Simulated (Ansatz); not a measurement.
# CuGePdRhAu: the cost of one run

All numbers below are computed with Ansatz 0.2.0 (DFT PBE, scalar-relativistic, plane waves, PAW).

### Step 1. Starting point

The cell holds 20 atoms (Au4Cu4Ge4Pd4Rh4): a = 7.461 Å, b = 7.461 Å, c = 7.461 Å, α = 106.60°, β = 106.60°, γ = 115.38°.

The sites of an ideal fcc lattice, at a guessed lattice constant, take 4 Cu, 4 Rh, 4 Ge, 4 Au, 4 Pd (sublattices apart by semicolons), with a shake of 0.02 Å. Warren-Cowley parameters of the first shell (negative: unlike neighbours preferred): Au-Cu -0.04, Au-Ge -0.04, Au-Pd -0.04, Au-Rh -0.04, Cu-Ge -0.04, Cu-Pd -0.15. In a cell this small the draw can fall short of the order aimed at.

The coordinates stand in the first input below.

### Step 2. Relaxing on a coarse mesh

A cheap relaxation: coarse mesh, no symmetry, loose thresholds.

Input file input.yaml:

```yaml
crystal:
  lattice:
    - [-5.98244871, 3.98829914, 1.99414957]
    - [5.98244871, 3.98829914, -1.99414957]
    - [-1.99414957, -3.98829914, -5.98244871]
  atoms:
    - { symbol: Cu, position: [0.2045682311, 0.402765318, 0.6008357275] }
    - { symbol: Cu, position: [0.3495010567, 0.4485245821, 0.2968603742] }
    - { symbol: Cu, position: [0.3973306152, 0.8007820114, 0.1992691889] }
    - { symbol: Cu, position: [0.8457977542, 0.948118562, 0.2978150111] }
    - { symbol: Ge, position: [0.1023995874, 0.7036164535, 0.8024939316] }
    - { symbol: Ge, position: [0.5495306571, 0.8515505494, 0.8984025004] }
    - { symbol: Ge, position: [0.4487989203, 0.1516011762, 0.0989254984] }
    - { symbol: Ge, position: [0.906832808, 0.3006505029, 0.2002123227] }
    - { symbol: Rh, position: [0.1488529794, 0.051590209, 0.6943092391] }
    - { symbol: Rh, position: [0.6028481622, 0.1995940245, 0.8069576383] }
    - { symbol: Rh, position: [0.3040157208, 0.1024063078, 0.4006892531] }
    - { symbol: Rh, position: [0.7481429456, 0.252884741, 0.5006778397] }
    - { symbol: Pd, position: [0.0509338369, 0.3482776784, 0.8996615324] }
    - { symbol: Pd, position: [0.6494249734, 0.5538802258, 0.6987868146] }
    - { symbol: Pd, position: [0.8018275996, 0.6049892429, 0.4032297715] }
    - { symbol: Pd, position: [0.5010219765, 0.5075641398, 0.9997353617] }
    - { symbol: Au, position: [0.2544829603, 0.753332715, 0.5006586556] }
    - { symbol: Au, position: [0.6999403161, 0.8977340035, 0.5935934402] }
    - { symbol: Au, position: [0.0033616924, 0.0018950857, 0.0001219579] }
    - { symbol: Au, position: [0.9500654095, 0.6489090226, 0.0962786932] }
  symmetry: { detect: false }
basis:
  ecutwfc: 420
kpoints:
  mp_grid: { grid: [2, 2, 2], shift: [0.5, 0.5, 0.5] }
hamiltonian:
  xc: pbe
scf:
  occupations: { method: gaussian, width: 0.1 }
  lower_state_search: "off"
output:
  forces: true
  stress: true
  eigenvalues: true
relax:
  adjacent_minimum: "off"
  f_tol: 0.04
  max_steps: 50
  cell: { stress_tol: 0.3 }
```

Started as:

```sh
> ansatz run input.yaml --threads 4 --pin off --max-ram 9216MiB --backend cpu --events-out ev --progress --plain --runs-dir out
```

What time and memory should one allow on 4 threads of Arm Neoverse V1, shared host?

About 2 min, with a peak of 1.6 GiB.
